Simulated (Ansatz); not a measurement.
# CH7BO2Si: the cost of one run

Program: Ansatz 0.2.0. Level of theory: RKS PBE0/def2-SVP. These are calculated values, not measurements.

## 1. Starting point

Bond lengths: O1–C2 1.335 Å, C2–B3 1.593 Å, B3–O4 1.430 Å, O4–Si5 1.676 Å, O1–H6 0.997 Å, C2–H7 1.139 Å, C2–H8 1.074 Å, B3–H9 1.191 Å, Si5–H10 1.463 Å, Si5–H11 1.506 Å, Si5–H12 1.436 Å. Angles (14 of 17 angles, heavy atoms first): O1–C2–B3 109.1°, C2–B3–O4 122.6°, B3–O4–Si5 111.2°, O1–C2–H7 109.3°, O1–C2–H8 111.8°, B3–C2–H7 109.1°, B3–C2–H8 108.7°, C2–O1–H6 111.2°, C2–B3–H9 116.7°, O4–B3–H9 120.6°, O4–Si5–H10 108.5°, O4–Si5–H11 109.2°, O4–Si5–H12 111.7°, H7–C2–H8 108.8°.

Structure file:

```xyz
12

O    -1.4194    1.8348    1.1676
C    -0.6205    0.7753    1.0181
B    -0.1556    0.6834   -0.5028
O    -0.3756   -0.4787   -1.3073
Si    0.8986   -1.5588   -1.1752
H    -1.7414    1.9136    2.1083
H     0.2974    0.8988    1.6819
H    -1.1176   -0.1390    1.2822
H     0.4562    1.6107   -0.9326
H     2.1188   -0.8973   -1.6363
H     1.0716   -1.9460    0.2698
H     0.6646   -2.7519   -1.9397
```

## 2. Relaxing end A

input.yaml

```yaml
crystal:
  periodic: [false, false, false]
  atoms:
    - { symbol: O, position_ang: [-1.4194, 1.8348, 1.1676] }
    - { symbol: C, position_ang: [-0.6205, 0.7753, 1.0181] }
    - { symbol: B, position_ang: [-0.1556, 0.6834, -0.5028] }
    - { symbol: O, position_ang: [-0.3756, -0.4787, -1.3073] }
    - { symbol: Si, position_ang: [0.8986, -1.5588, -1.1752] }
    - { symbol: H, position_ang: [-1.7414, 1.9136, 2.1083] }
    - { symbol: H, position_ang: [0.2974, 0.8988, 1.6819] }
    - { symbol: H, position_ang: [-1.1176, -0.139, 1.2822] }
    - { symbol: H, position_ang: [0.4562, 1.6107, -0.9326] }
    - { symbol: H, position_ang: [2.1188, -0.8973, -1.6363] }
    - { symbol: H, position_ang: [1.0716, -1.946, 0.2698] }
    - { symbol: H, position_ang: [0.6646, -2.7519, -1.9397] }
basis:
  gaussian: { orbitals: def2-SVP }
hamiltonian:
  xc: pbe0
relax:
  f_tol: 0.015
  max_steps: 40
```

On the command line:

```sh
ansatz run input.yaml --threads 2 --pin off --max-ram 3072MiB --backend cpu --events-out ev --progress --plain --runs-dir out
```

**Question.** How long does this run take on 2 threads of Arm Neoverse V1, shared host, and how much memory does it need?

About 74 s, with a peak of 0.23 GiB.
